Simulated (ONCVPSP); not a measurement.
# An ONCV potential for tin, from input to tests

Do these settings give a usable potential? It is generated, then checked for transferability, scattering, ghosts and hardness.

The numbers are computed with ONCVPSP 4.0.1 (PBE, scalar-relativistic, spin-unpolarised reference atom).

### 1 The atom and the settings

The settings as typed:

* element: tin (Sn, Z = 50)
* type: optimised norm-conserving Vanderbilt (ONCV)
* frozen core: [Ar] 3d10
* valence charge: 22
* reference configuration: 4s2 4p6 4d10 5s1 5p3
* partial waves: 4s+5s: rc 1.35 bohr, ncon 4, nbas 9, qcut 8.8 1/bohr, 2 projectors; 4p+5p: rc 1.75 bohr, ncon 4, nbas 7, qcut 8.8 1/bohr, 2 projectors; 4d: rc 1.00 bohr, ncon 4, nbas 9, qcut 8.2 1/bohr, 2 projectors, debl 4 Ha
* local potential: polynomial inside 0.85 bohr (lpopt 5, dvloc0 2 Ha)
* core correction: Teter function fitted to the true core (icmod 2), fcfact 0.4

### 2 The generation run

The input, Sn.dat:

```
# ATOM AND REFERENCE CONFIGURATION
# atsym  z   nc   nv     iexc    psfile
  Sn 50.00    6    5        4      upf
#
#   n    l    f
    1    0    2.00
    2    0    2.00
    2    1    6.00
    3    0    2.00
    3    1    6.00
    3    2   10.00
    4    0    2.00
    4    1    6.00
    4    2   10.00
    5    0    1.00
    5    1    3.00
#
# PSEUDOPOTENTIAL AND OPTIMIZATION
# lmax
    2
#
#   l,   rc,      ep,       ncon, nbas, qcut
    0    1.35    0.00    4    9    8.80
    1    1.75    0.00    4    7    8.80
    2    1.00    0.00    4    9    8.20
#
# LOCAL POTENTIAL
# lloc, lpopt,  rc(5),   dvloc0
    4    5    0.85    2.00
#
# VANDERBILT-KLEINMAN-BYLANDER PROJECTORs
# l, nproj, debl
    0    2    1.10
    1    2    1.70
    2    2    4.00
#
# MODEL CORE CHARGE
# icmod, fcfact, rcfact
    2    0.40    0.60
#
# LOG DERIVATIVE ANALYSIS
# epsh1, epsh2, depsh
   -6.00    5.00    0.04
#
# OUTPUT GRID
# rlmax, drl
    6.00    0.01
#
# TEST CONFIGURATIONS
# ncnf
    4
# nvcnf
#   n    l    f
    5
    4    0    2.00
    4    1    6.00
    4    2   10.00
    5    0    2.00
    5    1    2.00
#
    5
    4    0    2.00
    4    1    6.00
    4    2   10.00
    5    0    2.00
    5    1    1.00
#
    5
    4    0    2.00
    4    1    6.00
    4    2   10.00
    5    0    2.00
    5    1    0.00
#
    5
    4    0    2.00
    4    1    6.00
    4    2   10.00
    5    0    1.00
    5    1    2.00
#
```

Run with:

```bash
$ oncvpsp.x < Sn.dat > Sn.out
```

What the program wrote to Sn.out (without the consistency checks and plot data):

```text
ONCVPSP  (Optimized Norm-Conservinng Vanderbilt PSeudopotential)
scalar-relativistic version 4.0.1

#   n    l    f        energy (Ha)
    1    0    2.00    -1.0663119E+03
    2    0    2.00    -1.6102193E+02
    2    1    6.00    -1.4455241E+02
    3    0    2.00    -3.1119009E+01
    3    1    6.00    -2.5737446E+01
    3    2   10.00    -1.7454549E+01
    4    0    2.00    -4.9787418E+00
    4    1    6.00    -3.3531128E+00
    4    2   10.00    -1.0039059E+00
    5    0    1.00    -4.1948802E-01
    5    1    3.00    -1.5864279E-01

Reference configufation results
  iterations    25
  all-electron total energy (Ha)   -6.17694583D+03

Begin loop to  construct optimized pseudo wave functions
and semi-local pseudopoentials for all angular momenta

Calculating optimized projector #   1

 for l=   0

    Fraction of norm inside rc  0.957378
    Optimizing pswf for qcut=   8.80 a_B^-1,  ecut=  38.70 Ha
    Residual kinetic energy error=  1.40D-05 Ha

    Energy error per electron        Cutoff
         Ha          eV             Ha
         0.01000     0.27211       23.04
         0.00100     0.02721       29.61
         0.00010     0.00272       34.44
         0.00001     0.00027       45.74

Calculating optimized projector #   2

 for l=   0

    Fraction of norm inside rc  0.077582
    Optimizing pswf for qcut=   8.80 a_B^-1,  ecut=  38.70 Ha
    Residual kinetic energy error=  1.86D-05 Ha

    Energy error per electron        Cutoff
         Ha          eV             Ha
         0.01000     0.27211       19.91
         0.00100     0.02721       28.67
         0.00010     0.00272       34.61
         0.00001     0.00027       47.14

Calculating optimized projector #   1

 for l=   1

    Fraction of norm inside rc  0.986994
    Optimizing pswf for qcut=   8.81 a_B^-1,  ecut=  38.81 Ha
    Residual kinetic energy error=  4.69D-08 Ha

    Energy error per electron        Cutoff
         Ha          eV             Ha
         0.01000     0.27211       19.60
         0.00100     0.02721       24.68
         0.00010     0.00272       28.91
         0.00001     0.00027       32.45

Calculating optimized projector #   2

 for l=   1

    Fraction of norm inside rc  0.092116
    Optimizing pswf for qcut=   8.81 a_B^-1,  ecut=  38.81 Ha
    Residual kinetic energy error=  8.83D-09 Ha

    Energy error per electron        Cutoff
         Ha          eV             Ha
         0.01000     0.27211       14.47
         0.00100     0.02721       20.07
         0.00010     0.00272       24.93
         0.00001     0.00027       28.98

   Wellstate for l =  2  n =  6
     eigenvalue =   2.9961
     asymptotic potential =   3.4961
     half-point radius =  2.8061

Calculating optimized projector #   1

 for l=   2

    Fraction of norm inside rc  0.475226
    Optimizing pswf for qcut=   8.19 a_B^-1,  ecut=  33.53 Ha
    Residual kinetic energy error=  1.05D-02 Ha

    Energy error per electron        Cutoff
         Ha          eV             Ha
         0.01000     0.27211       33.81
         0.00100     0.02721      112.23
         0.00010     0.00272      292.01
         0.00001     0.00027      332.29

Calculating optimized projector #   2

 for l=   2

    Fraction of norm inside rc  0.058060
    Optimizing pswf for qcut=   8.19 a_B^-1,  ecut=  33.53 Ha
    Residual kinetic energy error=  6.33D-03 Ha

    Energy error per electron        Cutoff
         Ha          eV             Ha
         0.01000     0.27211       31.52
         0.00100     0.02721       41.08
         0.00010     0.00272       75.60
         0.00001     0.00027      148.35

Construct Vanderbilt / Kleinmman-Bylander projectors

B matrix Hermiticity error, ll=   0
   1   2    8.4647E-04

  Orthonormal projector coefficients  2.0522E+01  3.1667E+00

B matrix Hermiticity error, ll=   1
   1   2    3.8242E-04

  Orthonormal projector coefficients  1.1402E+01  1.4374E+00

B matrix Hermiticity error, ll=   2
   1   2   -6.2960E-04

  Orthonormal projector coefficients  8.0476E+00  4.4516E+00

Model core correction analysis
  based on d2Exc/dn_idn_j

d2excae - all-electron derivatives

   -3.537256D-02   -3.213391D-02   -2.372030D-02   -2.571119D-03
   -1.328128D-03
   -3.213403D-02   -3.031191D-02   -2.393447D-02   -3.020888D-03
   -1.388376D-03
   -2.372048D-02   -2.393456D-02   -2.262727D-02   -6.794574D-03
   -3.035432D-03
   -2.571026D-03   -3.020686D-03   -6.794084D-03   -2.652195D-02
   -2.092639D-02
   -1.328124D-03   -1.388327D-03   -3.035195D-03   -2.092531D-02
   -2.297786D-02

d2excps - pseudofunction derivatives with no core correction

   -4.469401D-02   -3.602040D-02   -2.475229D-02   -3.789132D-03
   -1.679359D-03
   -3.602170D-02   -3.341682D-02   -2.564416D-02   -3.540769D-03
   -1.641700D-03
   -2.475262D-02   -2.564426D-02   -2.417827D-02   -6.869370D-03
   -3.126536D-03
   -3.789244D-03   -3.540593D-03   -6.868883D-03   -2.665589D-02
   -2.096338D-02
   -1.679467D-03   -1.641663D-03   -3.126301D-03   -2.096230D-02
   -2.299495D-02

rms 2nd derivative error    2.375398E-03

amplitude prefactor, scale prefactor
   13.7730    1.1335

d2excps - pseudofunction derivatives with core correction

   -3.126455D-02   -2.986096D-02   -2.315263D-02   -2.259752D-03
   -1.211543D-03
   -2.986098D-02   -2.956232D-02   -2.452432D-02   -2.835203D-03
   -1.347645D-03
   -2.315270D-02   -2.452437D-02   -2.395133D-02   -6.659067D-03
   -3.027621D-03
   -2.259642D-03   -2.834997D-03   -6.658579D-03   -2.648693D-02
   -2.091249D-02
   -1.211529D-03   -1.347594D-03   -3.027386D-03   -2.091142D-02
   -2.297391D-02

rms 2nd derivative error    1.117067E-03

Pseudoatom total energy -215.006470

Diagnostic tests using Vanderbilt-Kleinman-Bylander pseudopotentials
  1 or more projectors used as specified by nproj input data

   l    rcore       rmatch      e in        delta e   norm test  slope test

   0   1.3521097   1.3931627  -4.9787418   0.0000060   1.0002684   1.0002488
   0   1.3521097   1.3931627  -0.4194880   0.0000114   1.0000636   1.0000512

   1   1.7592318   1.8126459  -3.3531128   0.0000050   1.0002356   1.0002171
   1   1.7592318   1.8126459  -0.1586428   0.0000037   1.0000322   1.0000224

   2   1.0025658   1.0330059  -1.0039059   0.0000316   1.0001866   1.0002519
   2   1.0025658   1.0330059   2.9960941   0.0000658   1.0005829   1.0005829

 Testing for bound ghosts
   n   l    E NL Schr. Eq   E Basis Diag.   E Cutoff

   1   0       -4.978736       -4.978735    192.05
   2   0       -0.419477       -0.359245    192.05

   2   1       -3.353108       -3.353102     72.93
   3   1       -0.158639       -0.119999     72.93

   3   2       -1.003874       -0.992329    440.21

 Testing for highly-localized positive-energy ghosts
       l    <radius>/rc     E Basis Diag.   E Cutoff

       0        0.935517        6.953174    192.05  WARNING - GHOST(+)

Test configuration 0

   n   l     f        eae           eps        diff
   1   0  2.0000-1066.31190518
   2   0  2.0000 -161.02193285
   2   1  6.0000 -144.55240591
   3   0  2.0000  -31.11900945
   3   1  6.0000  -25.73744622
   3   2 10.0000  -17.45454903
   4   0  2.0000   -4.97874179   -4.97873583    5.96D-06
   4   1  6.0000   -3.35311275   -3.35310779    4.96D-06
   4   2 10.0000   -1.00390586   -1.00387425    3.16D-05
   5   0  1.0000   -0.41948802   -0.41947660    1.14D-05
   5   1  3.0000   -0.15864279   -0.15863906    3.73D-06

    Total energies and differences
      AE_ref= -6.17694583D+03  AE_tst= -6.17694583D+03  dif=  0.00D+00
      PS_ref= -2.15006470D+02  PS_tst= -2.15006470D+02  dif= -1.76D-12
      PSP excitation error=  1.76D-12

Test configuration 1

   n   l     f        eae           eps        diff
   1   0  2.0000-1066.25467375
   2   0  2.0000 -160.96597558
   2   1  6.0000 -144.49652697
   3   0  2.0000  -31.06233310
   3   1  6.0000  -25.68079503
   3   2 10.0000  -17.39799707
   4   0  2.0000   -4.92185075   -4.92127314    5.78D-04
   4   1  6.0000   -3.29642165   -3.29622994    1.92D-04
   4   2 10.0000   -0.94956597   -0.94960246   -3.65D-05
   5   0  2.0000   -0.38767815   -0.38762987    4.83D-05
   5   1  2.0000   -0.13576403   -0.13576149    2.54D-06

    Total energies and differences
      AE_ref= -6.17694583D+03  AE_tst= -6.17720227D+03  dif= -2.56D-01
      PS_ref= -2.15006470D+02  PS_tst= -2.15262916D+02  dif= -2.56D-01
      PSP excitation error= -6.03D-07

Test configuration 2

   n   l     f        eae           eps        diff
   1   0  2.0000-1066.55068153
   2   0  2.0000 -161.26053810
   2   1  6.0000 -144.79125816
   3   0  2.0000  -31.35649982
   3   1  6.0000  -25.97497354
   3   2 10.0000  -17.69213282
   4   0  2.0000   -5.21546190   -5.21501258    4.49D-04
   4   1  6.0000   -3.59004514   -3.58991926    1.26D-04
   4   2 10.0000   -1.24234697   -1.24237956   -3.26D-05
   5   0  2.0000   -0.65457098   -0.65451474    5.62D-05
   5   1  1.0000   -0.37688501   -0.37687445    1.06D-05

    Total energies and differences
      AE_ref= -6.17694583D+03  AE_tst= -6.17694963D+03  dif= -3.80D-03
      PS_ref= -2.15006470D+02  PS_tst= -2.15010220D+02  dif= -3.75D-03
      PSP excitation error= -5.38D-05

Test configuration 3

   n   l     f        eae           eps        diff
   1   0  2.0000-1066.90399174
   2   0  2.0000 -161.61071842
   2   1  6.0000 -145.14177741
   3   0  2.0000  -31.70583312
   3   1  6.0000  -26.32432809
   3   2 10.0000  -18.04140377
   4   0  2.0000   -5.56333951   -5.56326306    7.65D-05
   4   1  6.0000   -3.93780369   -3.93786243   -5.87D-05
   4   2 10.0000   -1.58788824   -1.58791881   -3.06D-05
   5   0  2.0000   -0.95884427   -0.95879846    4.58D-05

    Total energies and differences
      AE_ref= -6.17694583D+03  AE_tst= -6.17643687D+03  dif=  5.09D-01
      PS_ref= -2.15006470D+02  PS_tst= -2.14497346D+02  dif=  5.09D-01
      PSP excitation error= -1.66D-04

Test configuration 4

   n   l     f        eae           eps        diff
   1   0  2.0000-1066.60795705
   2   0  2.0000 -161.31655524
   2   1  6.0000 -144.84717792
   3   0  2.0000  -31.41328554
   3   1  6.0000  -26.03173126
   3   2 10.0000  -17.74879221
   4   0  2.0000   -5.27239825   -5.27257100   -1.73D-04
   4   1  6.0000   -3.64673914   -3.64682202   -8.29D-05
   4   2 10.0000   -1.29656301   -1.29653051    3.25D-05
   5   0  1.0000   -0.68727307   -0.68726954    3.53D-06
   5   1  2.0000   -0.40279625   -0.40279336    2.89D-06

    Total energies and differences
      AE_ref= -6.17694583D+03  AE_tst= -6.17666852D+03  dif=  2.77D-01
      PS_ref= -2.15006470D+02  PS_tst= -2.14729108D+02  dif=  2.77D-01
      PSP excitation error= -5.48D-05
```

Run time: 4.6 s. Hardware: 1 thread of Intel Xeon Platinum 8488C, shared host.

Partial waves on a coarse radial grid (AE all-electron, PS pseudo):

| r (bohr) | 4d AE | 4d PS |
| --- | --- | --- |
| 0.088 | -0.2435 | 0.0060 |
| 0.175 | -0.5285 | 0.0418 |
| 0.262 | -0.4616 | 0.1246 |
| 0.350 | -0.1584 | 0.2651 |
| 0.438 | 0.2057 | 0.4487 |
| 0.525 | 0.5246 | 0.6403 |
| 0.612 | 0.7655 | 0.8187 |
| 0.700 | 0.9243 | 0.9582 |
| 0.788 | 1.0092 | 1.0286 |
| 0.875 | 1.0368 | 1.0411 |
| 0.962 | 1.0245 | 1.0244 |
| 1.050 | 0.9850 | 0.9848 |
| 1.138 | 0.9289 | 0.9287 |
| 1.225 | 0.8644 | 0.8642 |
| 1.312 | 0.7961 | 0.7960 |
| 1.400 | 0.7268 | 0.7266 |
| 1.487 | 0.6601 | 0.6600 |
| 1.575 | 0.5961 | 0.5960 |
| 1.662 | 0.5369 | 0.5368 |
| 1.750 | 0.4815 | 0.4815 |
| 1.838 | 0.4309 | 0.4308 |
| 1.925 | 0.3853 | 0.3853 |
| 2.012 | 0.3441 | 0.3441 |
| 2.100 | 0.3065 | 0.3065 |
| 2.188 | 0.2727 | 0.2727 |
| 2.275 | 0.2428 | 0.2428 |

Densities times 4π (e/bohr³); a dash where the program caps the true core:

| r (bohr) | pseudo valence | true core | model core |
| --- | --- | --- | --- |
| 0.088 | 9.015 | – | 562.8 |
| 0.262 | 19.89 | – | 331.9 |
| 0.438 | 35.99 | 156.3 | 107.1 |
| 0.612 | 42.86 | 16.28 | 16.27 |
| 0.788 | 34.66 | 1.449 | 0.597 |
| 0.962 | 20.96 | 0.1295 | 0.007482 |
| 1.138 | 11.01 | 0.01156 | 0.002391 |
| 1.312 | 5.584 | 0.001097 | 0.0005385 |
| 1.487 | 2.923 | 0.0001073 | 3.155e-05 |
| 1.662 | 1.654 | 1.076e-05 | 5.841e-05 |
| 1.838 | 1.025 | 1.068e-06 | 0 |
| 2.012 | 0.6946 | 1e-07 | 0 |
| 2.188 | 0.5001 | 0 | 0 |

### 3 The configuration tests of the same run

Energies count from the reference configuration 4s2 4p6 4d10 5s1 5p3; the error is all-electron less pseudo.

| valence configuration | charge | ΔE all-electron (eV) | error AE − PS (meV) |
| --- | --- | --- | --- |
| 4s2 4p6 4d10 5s2 5p2 | 0 | -6.978 | 0.0 |
| 4s2 4p6 4d10 5s2 5p1 | +1 | -0.104 | -1.5 |
| 4s2 4p6 4d10 5s2 5p0 | +2 | 13.849 | -4.5 |
| 4s2 4p6 4d10 5s1 5p2 | +1 | 7.546 | -1.5 |

### 4 Logarithmic derivatives

Taken from the files of the generation run. The phase is arctan(r·R′/R) of the radial function R, unwrapped, with energies in Ha. A pole is an energy at which the radial function vanishes at the test radius. The pseudo phase is shifted by a multiple of π to meet the all-electron one at the reference energy. Levels narrower than the energy grid can be missing from the poles. The last column is the largest difference on the grid between −0.5 and +0.5 Ha.

| channel | radius (bohr) | reference (Ha) | poles AE | poles PS | window around the reference with phases within 0.05 rad (Ha) | largest difference near zero (rad) |
| --- | --- | --- | --- | --- | --- | --- |
| s | 1.37 | -0.42 | -4.39 | -4.39 | the whole range | 0.001 |
| p | 1.78 | -0.16 | -3.22, 4.28 | -3.22, 4.23 | the whole range | 0.000 |
| d | 1.01 | -1.00 | 4.33 | 4.33 | the whole range | 0.000 |

Phases (rad) along the scan:

| E (Ha) | s AE | s PS | p AE | p PS |
| --- | --- | --- | --- | --- |
| -5.96 | 0.485 | 0.484 | 1.344 | 1.344 |
| -5.40 | -0.877 | -0.877 | 1.322 | 1.322 |
| -4.84 | -1.423 | -1.423 | 1.288 | 1.288 |
| -4.28 | -1.595 | -1.595 | 1.222 | 1.222 |
| -3.72 | -1.686 | -1.686 | 0.897 | 0.897 |
| -3.16 | -1.751 | -1.752 | -1.622 | -1.622 |
| -2.60 | -1.809 | -1.809 | -1.801 | -1.801 |
| -2.04 | -1.868 | -1.868 | -1.892 | -1.892 |
| -1.48 | -1.938 | -1.938 | -1.996 | -1.996 |
| -0.92 | -2.027 | -2.027 | -2.160 | -2.160 |
| -0.36 | -2.155 | -2.155 | -2.495 | -2.495 |
| 0.20 | -2.355 | -2.356 | -3.210 | -3.210 |
| 0.76 | -2.688 | -2.689 | -3.944 | -3.944 |
| 1.32 | -3.187 | -3.191 | -4.292 | -4.293 |
| 1.88 | -3.689 | -3.696 | -4.458 | -4.459 |
| 2.44 | -4.026 | -4.035 | -4.553 | -4.554 |
| 3.00 | -4.226 | -4.236 | -4.617 | -4.618 |
| 3.56 | -4.352 | -4.363 | -4.663 | -4.665 |
| 4.12 | -4.436 | -4.449 | -4.702 | -4.705 |
| 4.68 | -4.496 | -4.514 | -4.737 | -4.741 |

### 5 Convergence and ghost test

From the same output: the cutoffs (Ha) at which the residual kinetic energy of the hardest occupied pseudo-wave falls to 1 and 0.1 mHa per electron are 112 Ha and 292 Ha.

The program's own ghost test: no bound ghost flagged; GHOST(+) flagged for s at 189.2 eV.

Cutoff (Ha) at which the first wave of each channel reaches a given error (Ha per electron):

| error | s | p | d |
| --- | --- | --- | --- |
| 1.0e-02 | 23.0 | 19.6 | 33.8 |
| 3.2e-03 | 26.6 | 22.2 | 42.2 |
| 1.0e-03 | 29.6 | 24.7 | 112.2 |
| 3.2e-04 | 32.2 | 26.9 | 257.2 |
| 1.0e-04 | 34.4 | 28.9 | 292.0 |
| 3.2e-05 | 37.3 | 30.7 | 312.0 |
| 1.0e-05 | 45.7 | 32.4 | 332.3 |

### 6 Results

| quantity | value |
| --- | --- |
| cutoffs for 1 and 0.1 mHa per electron, occupied waves | 112 Ha and 292 Ha |
| bound ghosts | none found |
| GHOST(+) flags | s at 189 eV |
| largest test error (AE − PS) | -4.5 meV, for 4s2 4p6 4d10 5s2 5p0 |
| largest phase difference near zero energy, channels read | 0.001 rad |
| rms error of d²Exc/dn², without and with the model core | 2.38 and 1.12 mHa |

What this shows: By total energies transferability is very good: the largest error is 4.5 meV on 13.8 eV, for 4s2 4p6 4d10 5s2 5p0. It counts as very hard, with 112 Ha needed at the looser tolerance. The tighter tolerance needs 292 Ha, and converged work needs a cutoff nearer that. At the looser tolerance the 4d wave is the slowest; 4s needs 30 Ha. It is free of bound ghosts as far as tested. Near zero energy the phases of the channels with partial waves agree within 0.001 rad. The program also flags highly localised states, GHOST(+) (s).
